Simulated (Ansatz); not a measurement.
# MP2/aug-cc-pVDZ run of Si2H6 (disilane)

What is the electronic atomisation energy of Si2H6 (disilane) at MP2/aug-cc-pVDZ? 

Program for the calculation: Ansatz 0.2.0.

35 further runs of the same task are left out: 7 that didn't finish, 28 set aside as unsound or not needed. Runs told in other sessions of the task aren't counted.

**1. Starting point**

The species is Si2H6 (8 atoms), meant as a singlet with charge 0. As SMILES, `[SiH3][SiH3]`. The shape is that of a PBE0-D4/def2-TZVP optimisation.

Bond lengths: Si1–Si2 2.338 Å, Si1–H3 1.488 Å, Si1–H4 1.488 Å, Si1–H5 1.488 Å, Si2–H6 1.488 Å, Si2–H7 1.488 Å, Si2–H8 1.488 Å. Some angles: Si1–Si2–H6 110.3°, Si1–Si2–H7 110.3°, Si1–Si2–H8 110.3°, Si2–Si1–H3 110.3°, Si2–Si1–H4 110.3°, Si2–Si1–H5 110.3°, H6–Si2–H7 108.7°, H6–Si2–H8 108.7°, H7–Si2–H8 108.7°, H3–Si1–H4 108.7°.

**2. The energy at MP2/aug-cc-pVDZ**

Input file input.yaml:

```yaml
crystal:
  periodic: [false, false, false]
  atoms:
    - {symbol: Si, position_ang: [-0.340500, 0.490200, -1.004900]}
    - {symbol: Si, position_ang: [0.363500, -0.504400, 0.991000]}
    - {symbol: H, position_ang: [0.833900, 0.948200, -1.794900]}
    - {symbol: H, position_ang: [-1.112900, -0.483900, -1.821900]}
    - {symbol: H, position_ang: [-1.208000, 1.664100, -0.717900]}
    - {symbol: H, position_ang: [1.139000, 0.468600, 1.806300]}
    - {symbol: H, position_ang: [1.228100, -1.680500, 0.704000]}
    - {symbol: H, position_ang: [-0.811000, -0.959200, 1.782600]}
basis:
  gaussian:
    orbitals: aug-cc-pVDZ
magnetization:
  spin_polarized: false
correlation:
  method: mp2
  frozen_orbitals: {H: 0, Si: 5}
accuracy: high
```

Command:

```bash
ansatz run input.yaml --threads 1 --pin off --max-ram 3480MiB --events-out events.jsonl --progress --plain --runs-dir runs
```

The log of the run:

```text
Warning: RAYON_NUM_THREADS=1 ignored (pool sized by the plan → 1); use --threads N
Functional definition: HF
  name "HF"
  exchange = exact_x
  correlation = 0
2209 factors; integrals over basis functions are off by at most 3.3e-9 eV
mean field evaluation 1: about -15817.9618 eV, gradient 1.3e1 eV
mean field evaluation 2: about -15817.9667 eV, gradient 1.3e1 eV
mean field evaluation 4: about -15819.0813 eV, gradient 4.7e-1 eV
mean field evaluation 8: about -15819.0831 eV, gradient 1.6e-4 eV
mean field -15819.08310416 eV, -581.3405815181 hartree, gradient 4.1e-9 eV, S^2 0.000000; 0 other end points of the search recorded, 0 dependent functions left out
10 core orbitals not correlated: weight in the atoms' cores, before any rotation towards them, 1.000 or more for the frozen orbitals, at most 0.000 for the correlated occupied ones
reference -15819.08310416 eV, -581.3405815181 hartree; 7, 7 occupied and 91, 91 virtual orbitals, 2209 factors
second order -6.09700045 eV of doubles, -0.00000000 eV of singles
Total energy: -15825.18010460 eV, -581.5646421518 hartree
```

It took 4.5 s on 1 thread of Arm Neoverse V1, shared host; peak memory 0.3 GiB.

**3. The H atom: a single-point energy at UHF/aug-cc-pVDZ**

Input file job.yaml:

```yaml
crystal:
  periodic: [false, false, false]
  atoms:
    - symbol: H
      position_ang: [0.000000, 0.000000, 0.000000]
basis:
  gaussian:
    orbitals: aug-cc-pVDZ
magnetization:
  spin_polarized: true
  initial_magnetization: 1
accuracy: high
hamiltonian:
  xc: hf
```

Command:

```bash
ansatz run job.yaml --threads 1 --pin off --max-ram 3480MiB --events-out events.jsonl --progress --plain --runs-dir runs
```

The log of the run:

```text
Warning: RAYON_NUM_THREADS=1 ignored (pool sized by the plan → 1); use --threads N
Functional definition: HF
  name "HF"
  exchange = exact_x
  correlation = 0
42 factors; integrals over basis functions are off by at most 4.4e-8 eV
mean field evaluation 1: about -13.5311 eV, gradient 1.8e0 eV
mean field evaluation 2: about -13.5311 eV, gradient 1.8e0 eV
mean field evaluation 4: about -13.5876 eV, gradient 9.7e-3 eV
mean field evaluation 8: about -13.5876 eV, gradient 2.3e-12 eV
mean field -13.58757892 eV, -0.4993343154 hartree, gradient 5.4e-8 eV, S^2 0.750000; 0 other end points of the search recorded, 0 dependent functions left out
reference -13.58757892 eV, -0.4993343154 hartree; 1, 0 occupied and 8, 9 virtual orbitals, 42 factors
Total energy: -13.58757892 eV, -0.4993343154 hartree
```

It took 0.04 s on 1 thread of Arm Neoverse V1, shared host.

**4. The Si atom at the same level**

Input file run.yaml:

```yaml
crystal:
  periodic: [false, false, false]
  atoms:
    - symbol: Si
      position_ang: [0.000000, 0.000000, 0.000000]
basis:
  gaussian: {orbitals: aug-cc-pVDZ}
magnetization: {spin_polarized: true, initial_magnetization: 2}
correlation: {method: mp2, frozen_orbitals: {Si: 5}}
accuracy: high
```

Run the same way, it converges to -288.89747 Eh (log not shown).

**5. Results**

At MP2/aug-cc-pVDZ, 10 core orbitals frozen:

| quantity | value |
| --- | --- |
| molecule: total energy | -581.56464 Eh |
| molecule: correlation energy (10 core orbitals frozen) | -224.1 mEh |
| H atom: total energy | -0.49933 Eh |
| H atom: ⟨S²⟩ | 0.750 |
| Si atom: total energy | -288.89747 Eh |
| Si atom: correlation energy (5 core orbitals frozen) | -46.5 mEh |
| Si atom: ⟨S²⟩ of the reference determinant | 2.014 |
| electronic atomisation energy | 21.053 eV |

What this shows: Taking the molecule apart into free atoms costs 21.05 eV (486 kcal/mol), before zero-point energy and without spin-orbit coupling.
